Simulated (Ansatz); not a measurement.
Task: a calculation of the elastic constants of TiO2, space group I4_1/amd, with Ansatz 0.2.0 through its Python package. Give the script and its output. Settings: PBE, PAW, the default cutoff (420 eV here), 8×8×8 k-points, fixed occupations.

```xyz
6
Lattice="-1.8921 1.8921 4.7573 1.8921 -1.8921 4.7573 1.8921 1.8921 -4.7573" Properties=species:S:1:pos:R:3 pbc="T T T"
Ti    0.0000    0.0000    0.0000
Ti    0.0000    1.8921    2.3786
O     0.0000    0.0000    1.9800
O     0.0000    1.8921    4.3586
O     0.0000    1.8921    0.3987
O     0.0000    0.0000    7.5346
```

`elastic.py`
```python
import warnings

import ansatz as az
from ase import Atoms
import numpy as np

OCCUPATIONS = 'Fixed'
FUNCTIONAL = 'pbe'
MESH = (8, 8, 8)


def main() -> None:
    warnings.simplefilter('ignore', az.DeckWarning)

    atoms = Atoms(
        ['Ti', 'Ti', 'O', 'O', 'O', 'O'],
        scaled_positions=[
            (0.0, 0.0, 0.0),
            (0.75, 0.25, 0.5),
            (0.2081, 0.2081, 0.0),
            (0.9581, 0.4581, 0.5),
            (0.5419, 0.0419, 0.5),
            (0.7919, 0.7919, 0.0),
        ],
        cell=[
            (-1.8921, 1.8921, 4.7573),
            (1.8921, -1.8921, 4.7573),
            (1.8921, 1.8921, -4.7573),
        ],
        pbc=True,
    )
    cell = az.Crystal.from_ase(atoms)

    job = cell.calculation()
    job = job.occupations(OCCUPATIONS).functional(FUNCTIONAL)
    job = job.pseudopotentials('paw').kpoints(*MESH)
    res = job.elastic('relaxed_ion', amplitude=0.005).run(threads=1)
    elastic = res.elastic

    C = np.asarray(elastic.c_gpa)
    for i in range(6):
        for j in range(i, 6):
            if abs(C[i, j]) > 0.05:
                print(f'C{i + 1}{j + 1} = {C[i, j]:.1f} GPa')
    print('smallest eigenvalue of C:', round(elastic.stability.min_eigenvalue_gpa, 1), 'GPa; tensor positive definite:', elastic.stability.min_eigenvalue_gpa > 0)
    if elastic.stability.min_eigenvalue_gpa > 0:
        for name, value in elastic.moduli.to_plain().items():
            print(f'{name:14s} {value:9.3f}')


if __name__ == '__main__':
    main()
```

```console
$ python elastic.py
C11 = 365.1 GPa
C12 = 162.1 GPa
C13 = 153.4 GPa
C22 = 365.1 GPa
C23 = 153.4 GPa
C33 = 195.4 GPa
C44 = 44.8 GPa
C55 = 44.8 GPa
C66 = 60.6 GPa
smallest eigenvalue of C: 44.8 GPa; tensor positive definite: True
k_voigt_gpa      207.077
k_reuss_gpa      183.834
k_hill_gpa       195.456
g_voigt_gpa       60.455
g_reuss_gpa       53.610
g_hill_gpa        57.033
youngs_gpa       155.932
poisson            0.367
```

The run is spin-unpolarised. With fixed filling the reported Fermi level is the top filled level among the k-points of the SCF. A positive definite tensor excludes instabilities under uniform strain alone; phonons elsewhere in the zone can still be imaginary. The starting cell is as deposited in a crystallographic database; the results hold for this polymorph, which needn't be the stable one. The constants belong to the cell that was strained; where it wasn't relaxed first it may be under stress. Hardware and time: 16 min on 1 thread of AMD EPYC 7R32 (Zen 2) (shared host), peak memory 0.76 GiB.
